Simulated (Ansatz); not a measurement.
# CaC2: properties at the relaxed cell

The task here is to estimate one member of a computed series from the others.

Program: Ansatz 0.2.0. Level of theory: DFT PBEsol, scalar-relativistic, plane waves, PAW. These are calculated values, not measurements.

1 further run of the same task is left out (set aside as unsound or not needed).

### The starting structure

Symmetry: I4/mmm, No. 139, tetragonal system. Conventional cell: a = 3.820 Å, b = 3.820 Å, c = 6.338 Å, α = 90.00°, β = 90.00°, γ = 90.00°. Ca (site symmetry 4/mmm) has 10 C at 2.54 to 2.77 Å as nearest neighbours. Around C (site symmetry 4mm) lie 1 C at 1.26 Å.

Coordinates:

```cif
data_structure
_symmetry_space_group_name_H-M 'P 1'
_symmetry_Int_Tables_number 1
_cell_length_a 4.1641
_cell_length_b 4.1641
_cell_length_c 4.1641
_cell_angle_alpha 125.396
_cell_angle_beta 125.396
_cell_angle_gamma 80.884
_cell_volume 46.25
loop_
_atom_site_label
_atom_site_type_symbol
_atom_site_fract_x
_atom_site_fract_y
_atom_site_fract_z
_atom_site_occupancy
Ca1 Ca 0.00000 0.00000 0.00000 1
C1 C 0.59937 0.59937 0.00000 1
C2 C 0.40063 0.40063 0.00000 1
```

It goes back to an entry of the Materials Project, which need not be the stable form.

This cell was relaxed beforehand with the same method: volume 15.42 Å³/atom, gap on the mesh 1.05 eV.

The first run:

The input, input.yaml:

```yaml
crystal:
  lattice:
    - [-1.8907086683, 1.8907086683, 3.1371404985]
    - [1.8907086683, -1.8907086683, 3.1371404985]
    - [1.8907086683, 1.8907086683, -3.1371404985]
  atoms:
    - { symbol: Ca, position: [0.0, 0.0, 0.0] }
    - { symbol: C, position: [0.5993663056, 0.5993663056, 0.0] }
    - { symbol: C, position: [0.4006336944, 0.4006336944, 0.0] }
basis:
  ecutwfc: 420
kpoints:
  mp_grid: { grid: [10, 10, 10] }
hamiltonian:
  xc: pbesol
scf:
  occupations: { method: gaussian, width: 0.02 }
output:
  forces: true
  stress: true
  eigenvalues: true
relax:
  adjacent_minimum: "off"
  f_tol: 0.01
  max_steps: 30
  cell: { stress_tol: 0.1, fix: [volume] }
```

Started as:

```bash
$ ansatz run input.yaml --threads 1 --pin off --max-ram 2560MiB --backend cpu --events-out ev --progress --plain --runs-dir out
```

Among the steps run: Volume × 0.97; The cell scaled to 1.03 of its volume; Volume × 0.94; Point at V/V0 = 1.06; Point at V/V0 = 0.91; Volume × 1.10; The cell scaled to 0.88 of its volume.

One table of the session follows, with a row left open; its other results are not shown here.

It belongs to the step «Fit of the equation of state». 

```
volume (Å³/atom)  energy above the lowest point (meV/atom)  pressure (GPa)  gap on the mesh (eV)
          13.565                                      50.9            9.89                  0.45
          14.028                                         ?               ?                     ?
          14.490                                      11.3            4.15                  0.78
          14.953                                       2.7            1.91                  0.92
          15.415                                       0.0            0.00                  1.05
          15.878                                       2.4           -1.63                  1.18
          16.340                                       9.1           -3.00                  1.30
          16.957                                      23.7           -4.51                  1.45
```

**Question.** Estimate the row for volume (Å³/atom) = 14.028.

Worked estimate for «energy above the lowest point (meV/atom)». A straight line through the neighbours (13.565, 50.9) and (14.490, 11.3) gives 50.9 + (11.3 − 50.9) × (14.028 − 13.565) / (14.490 − 13.565) = 31.1; a parabola fitted to 3 rows on both sides gives 27.3.

The run gave: energy above the lowest point (meV/atom): 27.0; pressure (GPa): 6.79; gap on the mesh (eV): 0.62. In «energy above the lowest point (meV/atom)» the line misses by +4.1 and the parabola by +0.3.
